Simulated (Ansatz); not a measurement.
Predict the output of the script below (Ansatz's Python interface).

Script `kconv_sio2.py`:
```python
# -*- coding: utf-8 -*-
"""k-point test for SiO2."""

from dataclasses import dataclass
import csv

import ansatz as az


@dataclass(frozen=True)
class RunConfig:
    occupations: str = "methfessel_paxton"
    cutoff_ev: int = 420
    functional: str = "LDA"


opts = RunConfig()

lattice = az.Lattice.of(
    [4.1773, 0.0, 0.0],
    [0.0, 4.1773, 0.0],
    [0.0, 0.0, 2.6652],
)
sites = [
    ("Si", [0.0, 0.0, 0.0]),
    ("Si", [0.5, 0.5, 0.5]),
    ("O", [0.3059, 0.3059, 0.0]),
    ("O", [0.1941, 0.8059, 0.5]),
    ("O", [0.6941, 0.6941, 0.0]),
    ("O", [0.8059, 0.1941, 0.5]),
]
xtal = az.Crystal(lattice=lattice)
for symbol, position in sites:
    xtal = xtal.atom(symbol, position)

setup = (
    xtal.calculation()
    .occupations(opts.occupations)
    .basis(opts.cutoff_ev)
    .functional(opts.functional)
)

rows = []
for value in [1.0, 0.6, 0.4, 0.3]:
    summary = setup.kpoints(spacing=value).run().report
    rows.append((value, summary["free_energy_ev"] / len(summary["lattice"]["sites"]), summary["n_iterations"], summary["n_kpoints"]))

with open("kconv.csv", "w", newline="") as handle:
    writer = csv.writer(handle)
    writer.writerow(["spacing (1/A)", "F/atom (eV)", "iterations", "k-points"])
    writer.writerows([round(v, 5) if isinstance(v, float) else v for v in row] for row in rows)

# differences from the last row
for row in rows[:-1]:
    shift = 1000 * (row[1] - rows[-1][1])
    print(f"{row[0]}: {shift:+.2f} meV/atom" + ("  (within 5 meV)" if abs(shift) < 5 else ""))
```

`python kconv_sio2.py` gives:
```text
1.0: +19.49 meV/atom
0.6: +2.49 meV/atom  (within 5 meV)
0.4: -0.05 meV/atom  (within 5 meV)
```

File `kconv.csv` afterwards:
```csv
spacing (1/A),F/atom (eV),iterations,k-points
1.0,-574.21671,6,6
0.6,-574.2337,6,9
0.4,-574.23624,6,24
0.3,-574.23619,6,50
```

From a spacing of 0.6 (3×3×4) on it stays within 5 meV an atom of the value at a spacing of 0.3 (6×6×8); the first row (a spacing of 1.0 (2×2×3)) is off by 19.5 meV and the last but one by 0.05 meV.

Notes:
- This is a high-temperature or high-pressure form, not the ambient phase.
- The structure is a deposited one; some such entries were measured under pressure or heat, so a shift against it needn't be the functional's error alone.
- Shifts are counted from the finest mesh, which is itself no proven limit.
- Wall time of the script: 4.3 s on 1 thread of Arm Neoverse V2, on a shared host, peak memory 0.36 GiB.

(A comment or docstring line of the script was reworded after the run, the code is as it ran; lines on the test bed's own set-up are left out of the output.)
